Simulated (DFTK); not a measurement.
Crystal: BiTe.

```
Bi Te
1.0
     2.42271    1.39875    3.31729
    -2.42271    1.39875    3.31729
     0.00000   -2.79750    3.31729
Bi Te
1 1
Direct
  0.50000 0.50000 0.50000
  0.00000 0.00000 0.00000
```

The cell comes from a database or a generator and needn't be the stable form of this composition.

Base run:

- Program: DFTK 0.8.2
- Functional: BLYP
- Potentials or basis: SG15 1.2 (PBE)
- Cutoff: 1225 eV
- k mesh: 5 × 5 × 5
- Occupations: fermi-dirac, width 0.05 eV
- Spin: no spin polarisation

Its results: band gap on the k mesh none (metal or under the smearing width); pressure 3.5 GPa.

Problem. The run is repeated on the same cell with these changes: functional from BLYP to PBEsol. What comes out?

Solution. Band gap on the k mesh none (metal or under the smearing width); pressure -2.5 GPa.

PBEsol binds more tightly than BLYP, so the same cell stands under less pressure.

Caveats: the potentials were made for another functional, which shifts forces and pressure; spin-orbit coupling is left out, which moves the levels of the heavy elements.
